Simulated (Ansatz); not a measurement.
# C8H16O2: up Jacob's ladder to CCSD(T)

One table from this session's results is given with a row withheld; the runs are named, their logs left out.

Computed with Ansatz 0.2.0, Gaussian basis. Level: functionals in def2-TZVPP, the program's frozen cores in correlated methods.

Plan: LDA (SPW92), PBE-D4, revPBE-D4, BLYP-D4, r2SCAN-D4, B97M-V, PBE0-D4, B3LYP-D4, r2SCANh-D4, r2SCAN0-D4, HSE06-D4, BHLYP-D4, CAM-B3LYP-D4, LC-ωPBE, ωB97X-V, ωB97M-V, B2PLYP, PBE-QIDH; CCSD(T)/def2-SVP; CCSD(T)/def2-TZVPP; MP2/def2-QZVPP; extrapolation to the limit; RPA on PBE.

### Structure used throughout

An earlier PBE0-D4 in a triple-zeta def2 set relaxation fixed the geometry.

SMILES `CCCCC(=O)OCCC`, 26 atoms, charge 0, spin multiplicity 1.

Atoms are counted from 1 here; the program's logs count them from 0.

Bond lengths: C1–C2 1.518 Å, C1–H11 1.094 Å, C1–H12 1.092 Å, C1–H13 1.093 Å, C2–C3 1.521 Å, C2–H14 1.094 Å, C2–H15 1.097 Å, C3–C4 1.517 Å, C3–H16 1.094 Å, C3–H17 1.095 Å, C4–C5 1.505 Å, C4–H18 1.093 Å, C4–H19 1.096 Å, C5–O6 1.203 Å, C5–O7 1.340 Å, O7–C8 1.433 Å, C8–C9 1.513 Å, C8–H20 1.092 Å and more. Angles: C2–C1–H11 111.2°, C2–C1–H12 111.6°, C2–C1–H13 110.9°, H11–C1–H12 107.7°, H11–C1–H13 107.6°, H12–C1–H13 107.7°, C1–C2–C3 112.6°, C1–C2–H14 109.5°, C1–C2–H15 109.7°, C3–C2–H14 109.1°, C3–C2–H15 109.2°, H14–C2–H15 106.5°, C2–C3–C4 113.3°, C2–C3–H16 109.4°, C2–C3–H17 109.4°, C4–C3–H16 109.0°, C4–C3–H17 108.8°, H16–C3–H17 106.8° and more.

The first run:

The input, in.yaml:

```yaml
crystal:
  periodic: [false, false, false]
  atoms:
    - {symbol: C, position_ang: [-3.030370, 0.786007, -2.964218]}
    - {symbol: C, position_ang: [-1.797415, 0.181953, -2.316119]}
    - {symbol: C, position_ang: [-2.076541, -0.362660, -0.924160]}
    - {symbol: C, position_ang: [-0.852164, -0.961703, -0.257748]}
    - {symbol: C, position_ang: [0.172845, 0.067098, 0.137535]}
    - {symbol: O, position_ang: [-0.042325, 1.241833, 0.279122]}
    - {symbol: O, position_ang: [1.368952, -0.501460, 0.341183]}
    - {symbol: C, position_ang: [2.419817, 0.362706, 0.792500]}
    - {symbol: C, position_ang: [2.398676, 0.538515, 2.295223]}
    - {symbol: C, position_ang: [2.566390, -0.764115, 3.057993]}
    - {symbol: H, position_ang: [-3.831798, 0.047093, -3.056175]}
    - {symbol: H, position_ang: [-2.812539, 1.165843, -3.964894]}
    - {symbol: H, position_ang: [-3.415872, 1.618562, -2.369448]}
    - {symbol: H, position_ang: [-1.009127, 0.938531, -2.253141]}
    - {symbol: H, position_ang: [-1.405923, -0.625224, -2.946962]}
    - {symbol: H, position_ang: [-2.468677, 0.439524, -0.291931]}
    - {symbol: H, position_ang: [-2.856126, -1.129603, -0.983460]}
    - {symbol: H, position_ang: [-0.368700, -1.710149, -0.891552]}
    - {symbol: H, position_ang: [-1.128436, -1.484433, 0.665409]}
    - {symbol: H, position_ang: [3.338246, -0.131517, 0.468885]}
    - {symbol: H, position_ang: [2.327796, 1.325069, 0.286731]}
    - {symbol: H, position_ang: [3.205941, 1.232795, 2.552553]}
    - {symbol: H, position_ang: [1.465306, 1.033936, 2.576533]}
    - {symbol: H, position_ang: [3.519068, -1.244120, 2.816474]}
    - {symbol: H, position_ang: [2.542914, -0.594433, 4.136330]}
    - {symbol: H, position_ang: [1.770044, -1.470028, 2.813336]}
basis:
  gaussian: {orbitals: def2-TZVPP}
hamiltonian: {xc: lda}
output: {orbitals: {seedname: orbitals}}
```

Started as:

```console
$ ansatz run in.yaml --threads 4 --pin off --events-out ev --progress --plain --max-ram 63488MiB --backend cuda --devices 0, --max-vram 37GiB
```

Among the steps run: LDA; PBE-D4 (GGA); revPBE-D4 (GGA); BLYP-D4 (GGA); r2SCAN-D4 (meta-GGA); B97M-V (meta-GGA); B3LYP-D4 (hybrid); r2SCANh-D4 (hybrid); r2SCAN0-D4 (hybrid); HSE06-D4 (hybrid); BHLYP-D4 (hybrid); CAM-B3LYP-D4 (range-separated); LC-ωPBE (range-separated); ωB97X-V (range-separated); ωB97M-V (range-separated); B2PLYP (double hybrid); PBE-QIDH (double hybrid).

One table of the session follows, with a row left open; its other results are not shown here.

It belongs to the step «Frontier levels by functional». 

```
  functional  HOMO (eV)  gap (eV)
 LDA (SPW92)      -6.45      5.45
      PBE-D4      -6.22      5.49
   revPBE-D4      -6.13      5.51
     BLYP-D4      -6.13      5.50
   r2SCAN-D4          ?         ?
      B97M-V      -6.71      6.33
     PBE0-D4      -7.86      8.26
    B3LYP-D4      -7.61      7.72
  r2SCANh-D4      -7.16      7.13
  r2SCAN0-D4      -8.10      8.68
    HSE06-D4      -7.45      7.46
    BHLYP-D4      -9.46     10.96
CAM-B3LYP-D4      -9.35     10.88
     LC-ωPBE     -10.66     13.46
     ωB97X-V     -10.35     13.02
     ωB97M-V     -10.30     12.69
```

**Question.** Estimate the row for r2SCAN-D4.

Worked estimate for «HOMO (eV)». Against the share of exact exchange, r2SCANh-D4 (0.1, -7.16), r2SCAN0-D4 (0.25, -8.10) give a slope of -6.27 per unit share; at 0 the line stands at -6.53.

The run gave: HOMO (eV): -6.54; gap (eV): 6.10. In «HOMO (eV)» the line misses by +0.01.
